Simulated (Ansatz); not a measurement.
# C₂H₅AlN₂: up Jacob's ladder to CCSD(T)

The task here is to estimate one member of a computed series from the others.

Computed with Ansatz 0.2.0, Gaussian basis. Level: functionals in def2-TZVPP, the program's frozen cores in correlated methods.

The runs, in order: LDA (SPW92), PBE-D4, revPBE-D4, BLYP-D4, r2SCAN-D4, B97M-V, PBE0-D4, B3LYP-D4, r2SCANh-D4, r2SCAN0-D4, HSE06-D4, BHLYP-D4, CAM-B3LYP-D4, LC-ωPBE, ωB97X-V, ωB97M-V, B2PLYP, PBE-QIDH; CCSD(T)/def2-SVP; CCSD(T)/def2-TZVPP; MP2/def2-QZVPP; extrapolation to the limit; RPA on PBE.

### The relaxed structure

An earlier PBE0-D4 in a triple-zeta def2 set relaxation fixed the geometry.

SMILES `C#[C][Al]([NH2])[NH2]`, 10 atoms, charge 0, spin multiplicity 1.

Atoms are counted from 1 here; the program's logs count them from 0.

Bond lengths: C1–C2 1.210 Å, C1–H6 1.067 Å, C2–Al3 1.908 Å, Al3–N4 1.763 Å, Al3–N5 1.763 Å, N4–H7 1.006 Å, N4–H8 1.006 Å, N5–H9 1.006 Å, N5–H10 1.006 Å. Angles: C2–C1–H6 180.0°, C1–C2–Al3 180.0°, C2–Al3–N4 118.9°, C2–Al3–N5 118.9°, N4–Al3–N5 122.2°, Al3–N4–H7 126.4°, Al3–N4–H8 123.3°, H7–N4–H8 110.4°, Al3–N5–H9 123.3°, Al3–N5–H10 126.4°, H9–N5–H10 110.4°.

Geometry (Å):

```xyz
10

C    -2.3681    1.2211    0.8733
C    -1.3459    0.6936    0.4978
Al    0.2657   -0.1380   -0.0942
N     0.2476   -1.8611   -0.4670
N     1.7224    0.8429   -0.2499
H    -3.2691    1.6860    1.2042
H     1.0274   -2.4108   -0.7859
H    -0.5748   -2.4352   -0.3837
H     1.7500    1.8271   -0.0413
H     2.6277    0.5234   -0.5503
```

Set-up of the first run:

File in.yaml:

```yaml
crystal:
  periodic: [false, false, false]
  atoms:
    - {symbol: C, position_ang: [-2.368108, 1.221077, 0.873257]}
    - {symbol: C, position_ang: [-1.345947, 0.693568, 0.497828]}
    - {symbol: Al, position_ang: [0.265684, -0.137975, -0.094220]}
    - {symbol: N, position_ang: [0.247640, -1.861062, -0.467048]}
    - {symbol: N, position_ang: [1.722423, 0.842863, -0.249857]}
    - {symbol: H, position_ang: [-3.269072, 1.686027, 1.204194]}
    - {symbol: H, position_ang: [1.027357, -2.410809, -0.785854]}
    - {symbol: H, position_ang: [-0.574759, -2.435247, -0.383727]}
    - {symbol: H, position_ang: [1.750005, 1.827095, -0.041294]}
    - {symbol: H, position_ang: [2.627676, 0.523364, -0.550280]}
basis:
  gaussian: {orbitals: def2-TZVPP}
hamiltonian: {xc: lda}
output: {orbitals: {seedname: orbitals}}
```

Among the steps run: LDA; PBE-D4 (GGA); revPBE-D4 (GGA); BLYP-D4 (GGA); r2SCAN-D4 (meta-GGA); B97M-V (meta-GGA); PBE0-D4 (hybrid); B3LYP-D4 (hybrid); r2SCANh-D4 (hybrid); r2SCAN0-D4 (hybrid); HSE06-D4 (hybrid); BHLYP-D4 (hybrid); CAM-B3LYP-D4 (range-separated); LC-ωPBE (range-separated); ωB97X-V (range-separated); ωB97M-V (range-separated); B2PLYP (double hybrid); PBE-QIDH (double hybrid).

One of the session's tables, all rows but one given; the rest of the session is left out.

It belongs to the step «Orbital energies across the functionals». 

```
  functional  HOMO (eV)  gap (eV)
 LDA (SPW92)      -5.80      4.55
      PBE-D4      -5.61      4.61
   revPBE-D4      -5.55      4.64
     BLYP-D4      -5.48      4.61
   r2SCAN-D4      -5.90      5.15
      B97M-V      -5.93      5.17
     PBE0-D4      -7.02      6.87
    B3LYP-D4      -6.77      6.42
  r2SCANh-D4      -6.43      5.98
  r2SCAN0-D4      -7.23      7.23
    HSE06-D4      -6.61      6.09
    BHLYP-D4      -8.34      9.10
CAM-B3LYP-D4      -8.47      9.36
     LC-ωPBE      -9.92     11.92
     ωB97X-V          ?         ?
     ωB97M-V      -9.41     11.11
```

Q: Estimate the row for ωB97X-V from the others.

The run gave: HOMO (eV): -9.51; gap (eV): 11.41. In the column «HOMO (eV)» it lies between LC-ωPBE (-9.92) and ωB97M-V (-9.41).
